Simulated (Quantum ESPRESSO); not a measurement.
The system is Pt.

```
Pt
1.0
     0.00000    1.96180    1.96180
     1.96180    0.00000    1.96180
     1.96180    1.96180    0.00000
Pt
1
Direct
  0.00000 0.00000 0.00000
```

Base run:

| Property | Result |
| --- | --- |
| Program | Quantum ESPRESSO 7.5 |
| Functional | PBE |
| Potentials or basis | SSSP 1.3 efficiency PBE |
| Cutoff | 748 eV |
| Density cutoff | 5987 eV |
| k mesh | 16 × 16 × 16 |
| Occupations | fermi-dirac, width 0.05 eV |
| Spin | no spin polarisation |

Its results: band gap on the k mesh none (metal or under the smearing width); pressure 8.8 GPa.

Question: The run is repeated on the same cell with these changes: potentials or basis from SSSP 1.3 efficiency PBE to PseudoDojo 0.4 FR PBE standard; cutoff from 748 eV to 1143 eV; density cutoff from 5987 eV to 4572 eV; spin from no spin polarisation to non-collinear spin, zero start, spin-orbit coupling; valence electrons from 16 to 18. What comes out?

Answer: Band gap on the k mesh none (metal or under the smearing width); pressure 10.4 GPa; net moment 0.00 μB per cell.

Caveats: some levels on the path didn't converge (some runs); non-collinear GGA energies in this program can be off by tens of meV an atom and hang on the start (some runs).

Not every run made on this cell is shown here.
